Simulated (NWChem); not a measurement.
**CH6AlFSi (SMILES C[SiH2][AlH][F]) at 6 levels**

Aim: a comparison of 6 runs (HF/STO-3G, B3LYP/6-31G*, PBE/6-31G*, PBE0/6-31G*, CCSD(T)/6-31G*) of CH6AlFSi. 

Program for the calculation: NWChem 7.3.0.

1 further run of the same task is left out (set aside as unsound or not needed). Runs told in other sessions of the task aren't counted.

## (1) The molecule

CH6AlFSi has 10 atoms, charge 0, and is taken as a singlet. As SMILES, `C[SiH2][AlH][F]`. The shape is that of a PBE0-D4/def2-TZVP optimisation. This is one conformer, not always the lowest.

Bond lengths: C1–Si2 1.882 Å, Si2–Al3 2.453 Å, Al3–F4 1.655 Å, C1–H5 1.092 Å, C1–H6 1.092 Å, C1–H7 1.092 Å, Si2–H8 1.493 Å, Si2–H9 1.493 Å, Al3–H10 1.586 Å. Some angles: C1–Si2–Al3 113.1°, Si2–Al3–F4 117.3°, C1–Si2–H8 109.7°, C1–Si2–H9 109.6°, Al3–Si2–H8 109.0°, Al3–Si2–H9 108.9°, Si2–C1–H5 110.6°, Si2–C1–H6 111.0°, Si2–C1–H7 111.0°, Si2–Al3–H10 127.4°.

## (2) Energy and gradient at HF/STO-3G (run 1)

File mol.nw:

```
start mol
title "CH6AlFSi"
memory 2200 mb
charge 0

geometry units angstroms noautosym nocenter noautoz
  C     0.209300    1.522100   -0.549700
  Si   -0.487300    0.185700    0.578100
  Al    0.320500   -2.061900    0.018500
  F    -0.271300   -3.324400    0.910100
  H    -0.171000    2.504900   -0.262800
  H    -0.069900    1.340800   -1.589900
  H     1.299800    1.551100   -0.495300
  H    -1.978700    0.198000    0.509600
  H    -0.129200    0.490400    1.995500
  H     1.361100   -2.457900   -1.111000
end

basis spherical bse
  * library STO-3G
end

scf
  thresh 1e-08
  maxiter 80
  print medium
end

task scf gradient
```

Run with:

```bash
nwchem mol.nw > mol.out
```

Log:

```text
[...]
  functions       =    34
[...]
  wavefunction    = RHF
[...]
         Total SCF energy =   -663.603213109223
      One-electron energy =  -1310.287175313686
      Two-electron energy =    454.742702225315
 Nuclear repulsion energy =    191.941259979147
        Time for solution =      2.7s
[...]
                         RHF ENERGY GRADIENTS
    atom               coordinates                        gradient
                 x          y          z           x          y          z
   1 C       0.395520   2.876352  -1.038782    0.003352  -0.001164  -0.003877
   2 Si     -0.920863   0.350922   1.092451    0.004172   0.045259  -0.014541
   3 Al      0.605657  -3.896426   0.034960   -0.003008  -0.006968   0.004408
   4 F      -0.512683  -6.282205   1.719840   -0.011299  -0.023949   0.017036
   5 H      -0.323143   4.733575  -0.496620   -0.004655   0.005900   0.004693
   6 H      -0.132092   2.533745  -3.004475   -0.002688  -0.002862  -0.007626
   7 H       2.456266   2.931154  -0.935981    0.008486  -0.001127   0.001201
   8 H      -3.739201   0.374166   0.963004   -0.033413  -0.004367  -0.001134
   9 H      -0.244153   0.926722   3.770948    0.008582   0.002346   0.032620
  10 H       2.572106  -4.644758  -2.099486    0.030471  -0.013070  -0.032780
[...]
```

Wall time 5.7 s (1 thread of Intel Xeon Platinum 8259CL at 2.50GHz (Skylake/Cascade Lake), shared host); peak memory 0.098 GiB.

## (3) Energy and gradient at B3LYP/6-31G(d) (spherical functions) (run 2)

File test.xyz:

```xyz
10
CH6AlFSi gradient
C      0.209300     1.522100    -0.549700
Si    -0.487300     0.185700     0.578100
Al     0.320500    -2.061900     0.018500
F     -0.271300    -3.324400     0.910100
H     -0.171000     2.504900    -0.262800
H     -0.069900     1.340800    -1.589900
H      1.299800     1.551100    -0.495300
H     -1.978700     0.198000     0.509600
H     -0.129200     0.490400     1.995500
H      1.361100    -2.457900    -1.111000
```

File test.nw:

```
start test
title "CH6AlFSi gradient"
memory 2200 mb
geometry noautosym nocenter noautoz
  load test.xyz
end
basis spherical bse
  * library 6-31G*
end
dft
  xc b3lyp
  grid xfine
  convergence energy 1e-08
  iterations 100
  mulliken
  noprint "final vectors analysis"
end
task dft gradient
```

Run with:

```bash
nwchem test.nw > test.out
```

Log:

```text
[...]
          Wavefunction type:  closed shell.
          No. of atoms     :    10
          No. of electrons :    48
[...]
          Charge           :     0
          Spin multiplicity:     1
[...]
          AO basis - number of functions:    76
[...]
              XC Information
              --------------
                         B3LYP Method XC Potential
                     Hartree-Fock (Exact) Exchange  0.200
                        Slater Exchange Functional  0.800 local
                    Becke 1988 Exchange Functional  0.720 non-local
              Lee-Yang-Parr Correlation Functional  0.810
                  VWN I RPA Correlation Functional  0.190 local
[...]
 d= 0,ls=0.0,diis     1   -673.4778333933 -8.65D+02  1.95D-02  6.08D-01     5.8
[...]
 d= 0,ls=0.0,diis     8   -673.5524124343 -5.14D-09  4.87D-06  1.77D-07    36.5
         Total DFT energy =     -673.552412434316
      One electron energy =    -1315.532133117730
           Coulomb energy =      507.885642880579
    Exchange-Corr. energy =      -57.847182176312
 Nuclear repulsion energy =      191.941259979147
[...]
      Total Density - Mulliken Population Analysis
     ---------------------------------------------
    Atom       Charge   Shell Charges
 -----------   ------   -------------------------------------------------------
    1 C    6     6.66   2.00  0.67  2.13  0.68  1.15  0.02
    2 Si  14    13.82   2.00  2.00  5.96  0.99  1.94  0.30  0.50  0.13
    3 Al  13    12.37   2.00  2.00  5.96  0.85  1.04  0.19  0.15  0.18
    4 F    9     9.44   2.00  0.92  3.31  1.05  2.16  0.01
    5 H    1     0.82   0.52  0.30
    6 H    1     0.83   0.52  0.31
    7 H    1     0.83   0.52  0.31
    8 H    1     1.06   0.51  0.55
    9 H    1     1.06   0.51  0.56
   10 H    1     1.11   0.49  0.61
[...]
  wavefunction    = closed shell
[...]
```

Wall time 52 s (1 thread of Intel Xeon Platinum 8259CL at 2.50GHz (Skylake/Cascade Lake), shared host); peak memory 0.15 GiB.

Run 3 isn't shown in full; the table further down has it.

## (4) Energy and forces at PBE0/6-31G(d) (spherical functions) (run 4)

File ch6alfsi.xyz:

```xyz
10
CH6AlFSi
C      0.209300     1.522100    -0.549700
Si    -0.487300     0.185700     0.578100
Al     0.320500    -2.061900     0.018500
F     -0.271300    -3.324400     0.910100
H     -0.171000     2.504900    -0.262800
H     -0.069900     1.340800    -1.589900
H      1.299800     1.551100    -0.495300
H     -1.978700     0.198000     0.509600
H     -0.129200     0.490400     1.995500
H      1.361100    -2.457900    -1.111000
```

File ch6alfsi.nw:

```
start ch6alfsi
title "CH6AlFSi"
memory total 2200 mb

geometry units angstrom noautosym nocenter noautoz
 load ch6alfsi.xyz
end

basis spherical bse
 * library 6-31G*
end

dft
 xc pbe0
 mult 1
 grid xfine
 convergence energy 1e-08
 maxiter 100
 mulliken
end

task dft gradient
```

Run with:

```bash
nwchem ch6alfsi.nw > ch6alfsi.out
```

Log:

```text
[...]
          Wavefunction type:  closed shell.
          No. of atoms     :    10
          No. of electrons :    48
[...]
          Charge           :     0
          Spin multiplicity:     1
[...]
          AO basis - number of functions:    76
[...]
              XC Information
              --------------
                         PBE0 Method XC Functional
                     Hartree-Fock (Exact) Exchange  0.250
          PerdewBurkeErnzerhof Exchange Functional  0.750
            Perdew 1991 LDA Correlation Functional  1.000 local
           PerdewBurkeErnz. Correlation Functional  1.000 non-local
[...]
 d= 0,ls=0.0,diis     1   -673.0498634307 -8.65D+02  1.81D-02  5.94D-01     7.0
[...]
 d= 0,ls=0.0,diis     8   -673.1222904621 -6.81D-09  3.21D-06  6.33D-08    38.1
         Total DFT energy =     -673.122290462099
      One electron energy =    -1315.600593063676
           Coulomb energy =      507.944355734516
    Exchange-Corr. energy =      -57.407313112086
 Nuclear repulsion energy =      191.941259979147
[...]
      Total Density - Mulliken Population Analysis
     ---------------------------------------------
    Atom       Charge   Shell Charges
 -----------   ------   -------------------------------------------------------
    1 C    6     6.76   2.00  0.65  2.11  0.73  1.25  0.02
    2 Si  14    13.86   2.00  2.00  5.96  0.97  1.95  0.34  0.52  0.13
    3 Al  13    12.31   2.00  2.00  5.97  0.84  1.04  0.17  0.12  0.18
    4 F    9     9.46   2.00  0.92  3.30  1.05  2.19  0.01
    5 H    1     0.79   0.51  0.28
    6 H    1     0.80   0.51  0.29
    7 H    1     0.80   0.51  0.29
    8 H    1     1.05   0.49  0.56
    9 H    1     1.05   0.49  0.56
   10 H    1     1.11   0.48  0.63
[...]
  wavefunction    = closed shell
[...]
```

Wall time 54 s (1 thread of Intel Xeon Platinum 8259CL at 2.50GHz (Skylake/Cascade Lake), shared host); peak memory 0.15 GiB.

Run 5 isn't shown in full; the table further down has it.

## (5) A single-point energy at CCSD(T)/6-31G(d) (spherical functions) (run 6)

File struct.nw:

```
start struct
title "CH6AlFSi ccsd(t)"
memory stack 880 mb heap 220 mb global 1100 mb

geometry units angstrom noautosym nocenter noautoz
   C     0.209300    1.522100   -0.549700
   Si   -0.487300    0.185700    0.578100
   Al    0.320500   -2.061900    0.018500
   F    -0.271300   -3.324400    0.910100
   H    -0.171000    2.504900   -0.262800
   H    -0.069900    1.340800   -1.589900
   H     1.299800    1.551100   -0.495300
   H    -1.978700    0.198000    0.509600
   H    -0.129200    0.490400    1.995500
   H     1.361100   -2.457900   -1.111000
end

basis spherical bse
   * library 6-31G*
end

scf
   thresh 1e-08
   maxiter 80
   print medium
end

ccsd
   freeze core 12
   maxiter 60
end

task ccsd(t) energy
```

Run with:

```bash
nwchem struct.nw > struct.out
```

Log:

```text
[...]
  functions       =    76
[...]
  wavefunction    = RHF
[...]
         Total SCF energy =   -671.687531434299
      One-electron energy =  -1315.316655450944
      Two-electron energy =    451.687864037498
 Nuclear repulsion energy =    191.941259979147
        Time for solution =     20.7s
[...]
 Total MP2 energy:           -672.120421949222987
[...]
             energy      energy      error      ampl     ampl      Block
                                                time     time      time
[...]
 Total CCSD energy:           -672.164356398720656
[...]
 Total CCSD+T(CCSD) energy:           -672.176094416971296
[...]
 Total CCSD(T) energy:                -672.174829734866421
[...]
```

Wall time 2.3 min (1 thread of Intel Xeon Platinum 8259CL at 2.50GHz (Skylake/Cascade Lake), shared host); peak memory 0.19 GiB.

## (6) The series

```csv
run,level,iteration cap,module,energy (Eh),dipole moment (D) of the reference,HOMO energy (eV),LUMO energy (eV),wall time
1,HF/STO-3G,80,scf,-663.603213,0.85,-7.10,8.69,5.7 s
2,B3LYP/6-31G* (spherical functions),100,dft,-673.552412,2.08,–,–,52 s
3,PBE/6-31G* (spherical functions),100,dft,-673.051842,2.05,-6.24,-2.14,69 s
4,PBE0/6-31G* (spherical functions),100,dft,-673.122290,2.12,-7.41,-1.42,54 s
5,B3LYP/6-31G* (Cartesian functions),100,dft,-673.557785,2.08,-7.19,-1.59,57 s
6,CCSD(T)/6-31G* (spherical functions),80,ccsd(t),-672.174830,–,-10.08,1.22,2.3 min
```

## (7) Results

| quantity | value |
| --- | --- |
| run 6: total energy | -672.17483 Eh |
| run 6: HOMO energy (Hartree–Fock orbitals) | -10.08 eV |
| run 6: LUMO energy (Hartree–Fock orbitals) | 1.22 eV |
| run 6: HOMO–LUMO gap (Hartree–Fock orbitals) | 11.30 eV |
| run 6: correlation energy (12 core orbitals frozen) | -487.3 mEh |
| run 6: (T) correction | -10.47 mEh |

**Reading.** Over runs 1, 2, 3, 4, 5 the dipole moment (its size) runs from 0.85 D (HF/STO-3G) to 2.12 D (PBE0/6-31G*). The two ends differ in method and basis. Over runs 1, 3, 4, 5 the HOMO–LUMO gap runs from 4.10 eV (PBE/6-31G*) to 15.79 eV (HF/STO-3G). Totals of different functionals can't be ranked against each other. In run 1 the basis is minimal, so the values are rough. All runs together took 6.3 min, the longest 2.3 min.
